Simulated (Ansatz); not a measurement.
# HPbNO4 (P2_1/m) in Ansatz: a series of runs

The runs below take HPbNO4 through atomic charges, electron localisation function, with PBE.

All numbers are computed with Ansatz 0.2.0; they aren't measurements. Logs are shortened: lines on timing, memory, paths and dates and some standing lists are left out, and cuts for length are marked.

## Step 1: The crystal as given

It takes space group P2_1/m (No. 11, monoclinic). Conventional cell: a = 6.859 Å, b = 4.229 Å, c = 8.026 Å, α = 90.00°, β = 114.99°, γ = 90.00°. H (site symmetry m) is surrounded by 1 O at 0.99 Å. Around Pb (site symmetry m) lie 5 O at 2.47 to 2.74 Å. Around N (site symmetry m) lie 3 O at 1.24 to 1.28 Å. O (site symmetry m) is surrounded by 1 H at 0.99 Å. Around O (site symmetry m) lie 1 N at 1.24 Å. Around O (site symmetry m) lie 1 N at 1.27 Å. O (site symmetry m) has 1 N at 1.28 Å as nearest neighbours.

The cell was built by a generator and needn't be a form met in nature.

## Step 2: Atomic charges, PBE

Input file input.yaml:

```yaml
crystal:
  lattice:
    - [6.85876, 0.0, -0.01491]
    - [0.0, 4.22865, 0.0]
    - [-3.37519, 0.0, 7.28194]
  atoms:
    - { symbol: H, position: [0.22549, 0.75, 0.5073] }
    - { symbol: H, position: [0.77451, 0.25, 0.4927] }
    - { symbol: Pb, position: [0.30229, 0.25, 0.28494] }
    - { symbol: Pb, position: [0.69771, 0.75, 0.71506] }
    - { symbol: "N", position: [0.21484, 0.75, 0.83567] }
    - { symbol: "N", position: [0.78516, 0.25, 0.16433] }
    - { symbol: O, position: [0.33078, 0.75, 0.45338] }
    - { symbol: O, position: [0.40909, 0.75, 0.86901] }
    - { symbol: O, position: [0.15508, 0.75, 0.96537] }
    - { symbol: O, position: [0.07083, 0.75, 0.66955] }
    - { symbol: O, position: [0.66922, 0.25, 0.54661] }
    - { symbol: O, position: [0.59091, 0.25, 0.13099] }
    - { symbol: O, position: [0.84492, 0.25, 0.03463] }
    - { symbol: O, position: [0.92917, 0.25, 0.33045] }
hamiltonian:
  xc: pbe
  pseudopotentials: { kind: paw }
kpoints:
  mp_grid: { grid: [5, 6, 4] }
scf:
  occupations: { method: fermi_dirac, width: 0.05 }
output:
  forces: true
  stress: true
  eigenvalues: true
  bader: true
  populations: true
```

Potentials or basis: Ansatz PAW.

On the command line:

```console
$ ansatz run input.yaml --threads 8 --pin off --max-ram 20480MiB --backend cpu --events-out ev --progress --plain --runs-dir out
```

Log:

```text
Warning: the atoms were moved onto the symmetric positions of the space group found under crystal.symmetry.tolerance 1.0e-5 (fractional; no operation is sought that the atoms, as they stand in a round, miss by more than twice it, and no atom is moved by as much as it), and the run uses the moved positions. Before a round's move an operation carried an atom to 6.88e-5 Å from where it should land, the largest such distance. Atom 6 (counting from 0) moved farthest, by 4.01e-5 Å; the longest move in fractions of the cell, of whichever atom, is 0.49 of the tolerance, in 1 round. To run the atoms as typed, lower crystal.symmetry.tolerance until the operations that they miss are no longer found, or set crystal.symmetry.detect: false (a key that needs symmetry detection or time reversal refuses this as the deck is read). The positions used, in the order of the run's atom list: position: [0.22549, 0.75, 0.5073]; position: [0.77451, 0.25, 0.49269999999999997]; position: [0.30229, 0.25, 0.28493999999999997]; position: [0.69771, 0.75, 0.7150599999999999]; position: [0.21484, 0.75, 0.83567]; position: [0.78516, 0.25, 0.16432999999999995]; position: [0.33078, 0.75, 0.4533849999999999]; position: [0.40909, 0.75, 0.86901]; position: [0.15508, 0.75, 0.96537]; position: [0.07083, 0.75, 0.66955]; position: [0.66922, 0.25, 0.546615]; position: [0.59091, 0.25, 0.13099]; position: [0.84492, 0.25, 0.03462999999999999]; position: [0.92917, 0.25, 0.33044999999999997];
Warning: RAYON_NUM_THREADS=8 ignored (pool sized by the plan → 8); use --threads N
Engine: ansatz 0.2.0, aarch64-unknown-linux-gnu
Pseudopotentials: kind: paw
Pseudopotential: H, paw, valence charge 1, recommended cutoff 420 eV (normal), H.paw.azcp
Pseudopotential: Pb, paw, valence charge 14, recommended cutoff 420 eV (normal), Pb.paw.azcp
Pseudopotential: N, paw, valence charge 5, recommended cutoff 420 eV (normal), N.paw.azcp
Pseudopotential: O, paw, valence charge 6, recommended cutoff 420 eV (normal), O.paw.azcp
Functional definition: PBE
  parameter kappa = 0.804
  parameter beta = 0.06672455060314922
  exchange = pbe_x(kappa = kappa, mu = beta*pi^2/3)
  correlation = pbe_c(beta = beta)
Crystal: 14 atoms, lattice volume = 210.987 Å³
Basis set: ecut = 420 eV, 4123 PW (Γ), exchange–correlation on 96×60×108 points (8 copies of the dense FFT grid, shifted against one another)
Bands: 58, of which v1, the nominal top of the filled ones, is band 44 counted from 1 (43 counted from 0)
Symmetry: 4 space group operations
Space group: P21/m (ITA 11), of the structure as read, at distance tolerance 6.0e-5 Å
k-points: 44 of 120
Non-local potential: H, projectors of the file, l = 0: 2, l = 1: 1
Non-local potential: Pb, projectors of the file, l = 0: 2, l = 1: 2, l = 2: 2, l = 3: 2
Non-local potential: N, projectors of the file, l = 0: 2, l = 1: 2, l = 2: 1
Non-local potential: O, projectors of the file, l = 0: 2, l = 1: 2, l = 2: 1
PAW form: soft (Blöchl's): semilocal exchange-correlation on the pseudo side does not see the compensation charge
PAW one-centre angular grid: H, 110 points (default); XC on 64 Gauss nodes
PAW one-centre angular grid: Pb, 590 points (default); XC on 64 Gauss nodes
PAW one-centre angular grid: N, 110 points (default); XC on 64 Gauss nodes
PAW one-centre angular grid: O, 110 points (default); XC on 64 Gauss nodes
Initial density: superposition of atomic densities (neutral atoms: chi_scale 0, normalization atom), corrected by the library's trained network
Initial wavefunctions: pseudopotential atomic-orbital guess
Functional: x = pbe(κ = 0.804, μ = 0.2195149727645171), c = pbe(β = 0.06672455060314922)
SCF iter   1: F=—  HF=-29143.151133 eV  |F-HF|=—  |Δ(HF+E_count)|=         —  Δρ=3.44e-3  dr2=4.14e-2  ethr=1.77e-3  ⟨swp⟩=6.0  Hψ=11112  notcnv=0  defer=82
preconditioner: auto → Resta (q_TF=auto, 2.358 Å⁻¹)  ε∞=3.2  [insulator: Δε(μ)=3.187 eV  Ē_g=16.345 eV  σ=0.050 eV  W_gap=1.00  n_scr=48 (ndim 8)  ℏωp=24.0 eV  f_vac=0.199  D(μ)=0.00/eV (n_scr^D=0)  ε∞_Penn≈3.2]
SCF iter   2: F=—  HF=-29143.141767 eV  |F-HF|=—  |Δ(HF+E_count)|=   9.37e-3  Δρ=2.00e-3  dr2=9.27e-3  ethr=4.70e-5  ⟨swp⟩=2.0  Hψ=4041  notcnv=0  defer=305
SCF iter   3: F=—  HF=-29143.140080 eV  |F-HF|=—  |Δ(HF+E_count)|=   1.69e-3  Δρ=1.00e-3  dr2=3.77e-3  ethr=1.05e-5  ⟨swp⟩=2.1  Hψ=3793  notcnv=0  defer=305
SCF iter   4: F=—  HF=-29143.139342 eV  |F-HF|=—  |Δ(HF+E_count)|=   7.38e-4  Δρ=5.25e-4  dr2=6.48e-4  ethr=4.28e-6  ⟨swp⟩=2.0  Hψ=3896  notcnv=0  defer=305
SCF iter   5: F=—  HF=-29143.139262 eV  |F-HF|=—  |Δ(HF+E_count)|=   7.99e-5  Δρ=2.49e-4  dr2=1.27e-4  ethr=7.37e-7  ⟨swp⟩=2.0  Hψ=4001  notcnv=0  defer=305
SCF iter   6: F=—  HF=-29143.139260 eV  |F-HF|=—  |Δ(HF+E_count)|=   2.41e-6  Δρ=9.00e-5  dr2=1.29e-5  ethr=1.44e-7  ⟨swp⟩=2.2  Hψ=3324  notcnv=0  defer=305
SCF iter   7: F=—  HF=-29143.139247 eV  |F-HF|=—  |Δ(HF+E_count)|=   1.30e-5  Δρ=2.97e-5  dr2=2.00e-6  ethr=1.47e-8  ⟨swp⟩=2.0  Hψ=3539  notcnv=0  defer=305
SCF iter   8: F=—  HF=-29143.139248 eV  |F-HF|=—  |Δ(HF+E_count)|=   7.82e-7  Δρ=2.46e-5  dr2=1.22e-6  ethr=2.28e-9  ⟨swp⟩=2.0  Hψ=4178  notcnv=0  defer=305
SCF iter   9: F=-29143.139248 eV  HF=-29143.139247 eV  |F-HF|=3.26e-8  |Δ(HF+E_count)|=   1.05e-7  Δρ=5.58e-6  dr2=5.14e-8  ethr=1.14e-10  ⟨swp⟩=12.8  Hψ=15129  notcnv=0
SCF 1 converged in 9 iterations: F = -29143.139248 eV  dr2 = 5.14e-8
SCF converged after 9 iterations
Free energy (F): -29143.139248 eV
Harris-Foulkes:  -29143.139247 eV  (|F-HF|=3.26e-8)
Internal energy: -29143.139248 eV  (E = F + TS)
E sigma→0 (E₀):  -29143.139248 eV
Fermi energy:    4.216729 eV
--- Per-component energies (eV) ---
  E_band       = -615.976678
  E_kinetic    = 2254.796070
  E_local      = -7329.948999  (includes V_loc(G=0)·N_el)
  E_nonlocal   = 1179.990811
  E_hartree    = 2721.146090
  E_xc         = -1161.882548
  E_vxc        = -1182.078341  (∫ρ·V_xc dr)
  E_paw        = -22322.961337  (= ΣΔE_a)
  E_vpaw       = -981.046224  (= ΣTr[D̂ρ^β])
  E_aug_tail   = 0.017284  (compensation charges beyond the density's cutoff)
  E_ewald      = -4484.296619
  E_smearing   = -0.000000  (= −TS)
  E_closure    = -0.000000  (closes the sum)
  Σ components = -29143.139248   (vs F -29143.139248, Δ=0.00e0)
--- Forces (eV/Å), atoms counted from 1 ---
  atom   1  H      0.00126105     0.00000000     0.00005874
  atom   2  H     -0.00126105    -0.00000000    -0.00005874
  atom   3  Pb    -0.00188677    -0.00000000     0.00058396
  atom   4  Pb     0.00188677     0.00000000    -0.00058396
  atom   5  N      0.00372026    -0.00000000     0.00294356
  atom   6  N     -0.00372026     0.00000000    -0.00294356
  atom   7  O     -0.00034919    -0.00000000    -0.00008201
  atom   8  O     -0.00074635    -0.00000000    -0.00101079
  atom   9  O     -0.00164630     0.00000000    -0.00302511
  atom  10  O     -0.00253066    -0.00000000     0.00184867
  atom  11  O      0.00034919     0.00000000     0.00008201
  atom  12  O      0.00074635     0.00000000     0.00101079
  atom  13  O      0.00164630    -0.00000000     0.00302511
  atom  14  O      0.00253066     0.00000000    -0.00184867
  max |Σ_I F_I| component: 6.51e-19 eV/Å
--- Stress (GPa, compression-positive) ---
       -0.043869      -0.000000      -0.006287
       -0.000000       0.039656       0.000000
       -0.006293       0.000000       0.002922
  P = ⅓ Tr σ = -0.0004 GPa (-0.004 kbar)
--- Band table (eV; the first three rows and the last of 44) ---
  k-point 0: bands = ["-22.8586", "-22.8203", "-17.5572", "-17.4733", "-17.2061", "-17.1496", "-15.3224", "-15.1390", "-12.5759", "-12.5600", "-12.5527", "-12.5410", "-12.5320", "-12.5293", "-12.5174", "-12.5152", "-12.4697", "-12.2738", "-7.1527", "-6.6391", "-4.9481", "-4.9252", "-4.9216", "-4.7766", "-4.6087", "-4.4351", "-3.7777", "-3.2722", "-1.8869", "-0.9687", "-0.2956", "0.1152", "0.3378", "0.4887", "0.8288", "0.9002", "0.9620", "0.9680", "1.2044", "1.2146", "1.3733", "2.3209", "2.3437", "2.5949", "5.9106", "6.5674", "6.8748", "6.8867", "8.2864", "8.6995", "8.8872", "8.9195", "9.8113", "9.8169", "11.5965", "12.3209", "12.3243", "12.8322"]
  k-point 1: bands = ["-22.8570", "-22.8219", "-17.5553", "-17.4748", "-17.1989", "-17.1589", "-15.3203", "-15.1382", "-12.5760", "-12.5597", "-12.5526", "-12.5408", "-12.5333", "-12.5276", "-12.5172", "-12.5146", "-12.4707", "-12.2752", "-7.1459", "-6.6786", "-5.0712", "-4.9392", "-4.7859", "-4.7216", "-4.5936", "-4.4601", "-3.6951", "-3.3000", "-1.9270", "-1.0738", "-0.2566", "0.0899", "0.2154", "0.5355", "0.8019", "0.9407", "1.0434", "1.1302", "1.2045", "1.2162", "1.3045", "2.2922", "2.3886", "2.5360", "5.9369", "6.5116", "6.8328", "6.8871", "7.9866", "8.5865", "9.0475", "9.4695", "9.7050", "10.1376", "11.3727", "11.9517", "12.5128", "12.7532"]
  k-point 2: bands = ["-22.8552", "-22.8237", "-17.5533", "-17.4762", "-17.1821", "-17.1776", "-15.3182", "-15.1374", "-12.5760", "-12.5595", "-12.5525", "-12.5407", "-12.5341", "-12.5264", "-12.5168", "-12.5140", "-12.4718", "-12.2766", "-7.1370", "-6.7196", "-5.1165", "-4.9289", "-4.7963", "-4.6317", "-4.5518", "-4.5057", "-3.5416", "-3.3954", "-1.9624", "-1.1866", "-0.1666", "0.0655", "0.0903", "0.5601", "0.7789", "1.0637", "1.1168", "1.1303", "1.1530", "1.2316", "1.3511", "2.2522", "2.4529", "2.4531", "5.9723", "6.4477", "6.8059", "6.8544", "7.8944", "8.4577", "9.2535", "9.5206", "10.0126", "10.5146", "11.3390", "11.3520", "12.3620", "12.6858"]
  k-point 43: bands = ["-22.8337", "-22.8337", "-17.5158", "-17.5158", "-17.1739", "-17.1739", "-15.2162", "-15.2162", "-12.5533", "-12.5533", "-12.5431", "-12.5431", "-12.5204", "-12.5204", "-12.4765", "-12.4765", "-12.3332", "-12.3332", "-6.8407", "-6.8407", "-5.0968", "-5.0968", "-4.7918", "-4.7918", "-4.4740", "-4.4740", "-3.6747", "-3.6747", "-2.4188", "-2.4188", "0.1542", "0.1542", "0.4681", "0.4681", "0.7872", "0.7872", "0.9948", "0.9948", "1.3165", "1.3165", "2.0165", "2.0165", "2.5114", "2.5114", "6.1008", "6.1008", "7.1319", "7.1319", "8.2011", "8.2011", "9.0193", "9.0193", "11.0108", "11.0108", "11.5156", "11.5156", "12.8906", "12.8906"]
--- Löwdin populations: 14 sites ---
  site symbol       q [e]
     0      H      0.6246
     1      H      0.6246
     2     Pb     12.9531
     3     Pb     12.9531
     4      N      4.1943
     5      N      4.1943
     6      O      6.7350
     7      O      6.3588
     8      O      6.4056
     9      O      6.4098
    10      O      6.7350
    11      O      6.3588
    12      O      6.4056
    13      O      6.4098
  spilling = 0.007247 (of n_electrons = 88.000000)
--- Bader charges: 14 sites ---
  site symbol  charge [e]  shift [e]
     0      H      0.5859     0.0016
     1      H      0.5859     0.0016
     2     Pb      1.4499     0.0002
     3     Pb      1.4499     0.0002
     4      N      0.8363     0.0017
     5      N      0.8363     0.0017
     6      O     -1.2090     0.0018
     7      O     -0.5174     0.0015
     8      O     -0.5750     0.0003
     9      O     -0.5706     0.0002
    10      O     -1.2090     0.0018
    11      O     -0.5174     0.0015
    12      O     -0.5750     0.0003
    13      O     -0.5706     0.0002
  estimated error of the sums over rays = 2.3e-4 e
```

It took 27 s on 8 threads of Arm Neoverse V1, shared host; peak memory 1.1 GiB.

What came out:

```
Free energy            : -29143.1392 eV
Pressure               : 0.0 GPa
Largest force          : 0.005 eV/Å
Band gap on the k mesh : 3.08 eV, indirect (least direct gap 3.29 eV)
Bader charges          : H +0.59; Pb +1.45; N +0.84; O -1.21, -0.52, -0.57 e
```

Forces on the atoms (eV/Å):
```
H    0.001  0.000  0.000
H   -0.001  0.000  0.000
Pb  -0.002  0.000  0.001
Pb   0.002  0.000 -0.001
N    0.004  0.000  0.003
N   -0.004  0.000 -0.003
O    0.000  0.000  0.000
O   -0.001  0.000 -0.001
O   -0.002  0.000 -0.003
O   -0.003  0.000  0.002
O    0.000  0.000  0.000
O    0.001  0.000  0.001
O    0.002  0.000  0.003
O    0.003  0.000 -0.002
```

Levels at points of the mesh, in eV from the valence-band top:
```tsv
k point	band 41	band 42	band 43	band 44	band 45	band 46	band 47	band 48
(0.00, 0.00, 0.00)	-1.27	-0.33	-0.30	-0.05	3.26	3.92	4.23	4.24
(0.00, 0.00, -0.50)	-1.29	-0.39	-0.19	-0.19	3.33	3.80	4.16	4.21
(0.00, -0.50, 0.00)	-0.61	-0.61	-0.25	-0.25	3.32	3.32	4.71	4.71
(0.00, -0.50, -0.50)	-0.66	-0.66	-0.24	-0.24	3.28	3.28	4.82	4.82
```

Caveat: odd divisions of the mesh miss points on the zone boundary, where band edges often lie, so the gap on the mesh can be too wide; the pressure holds a Pulay correction of +0.6 GPa for the finite cutoff; spin-orbit coupling is left out, which as a rule narrows the gap of such compounds by several tenths of an eV. A hybrid or GW would open this gap; PBE tends to underestimate it.

## Step 3: Electron localisation function, PBE

Edit input.yaml of step 2 so:

```diff
@@ -31,3 +31,5 @@
   eigenvalues: true
-  bader: true
-  populations: true
+  write_density: true
+  write_potential: true
+  elf: true
+  volumetric_format: npy
```

Potentials or basis: Ansatz PAW.

On the command line:

```console
$ ansatz run input.yaml --threads 8 --pin off --max-ram 20480MiB --backend cpu --events-out ev --progress --plain --runs-dir out
```

Run time: 12 s. Hardware: 8 threads of Arm Neoverse V1, shared host; peak memory 1.1 GiB.

Results (log left out):

```yaml
Free_energy: -29143.1392 eV
Pressure: 0.0 GPa
Largest_force: 0.005 eV/Å
Band_gap_on_the_k_mesh: 3.08 eV, indirect (least direct gap 3.29 eV)
```

Forces on the atoms (eV/Å):
```
H    0.001  0.000  0.000
H   -0.001  0.000  0.000
Pb  -0.002  0.000  0.001
Pb   0.002  0.000 -0.001
N    0.004  0.000  0.003
N   -0.004  0.000 -0.003
O    0.000  0.000  0.000
O   -0.001  0.000 -0.001
O   -0.002  0.000 -0.003
O   -0.003  0.000  0.002
O    0.000  0.000  0.000
O    0.001  0.000  0.001
O    0.002  0.000  0.003
O    0.003  0.000 -0.002
```

Levels at points of the mesh, in eV from the valence-band top:
| k point | band 41 | band 42 | band 43 | band 44 | band 45 | band 46 | band 47 | band 48 |
| --- | --- | --- | --- | --- | --- | --- | --- | --- |
| (0.00, 0.00, 0.00) | -1.27 | -0.33 | -0.30 | -0.05 | 3.26 | 3.92 | 4.23 | 4.24 |
| (0.00, 0.00, -0.50) | -1.29 | -0.39 | -0.19 | -0.19 | 3.33 | 3.80 | 4.16 | 4.21 |
| (0.00, -0.50, 0.00) | -0.61 | -0.61 | -0.25 | -0.25 | 3.32 | 3.32 | 4.71 | 4.71 |
| (0.00, -0.50, -0.50) | -0.66 | -0.66 | -0.24 | -0.24 | 3.28 | 3.28 | 4.82 | 4.82 |

Caveat: odd divisions of the mesh miss points on the zone boundary, where band edges often lie, so the gap on the mesh can be too wide; the pressure holds a Pulay correction of +0.6 GPa for the finite cutoff; spin-orbit coupling is left out, which as a rule narrows the gap of such compounds by several tenths of an eV.
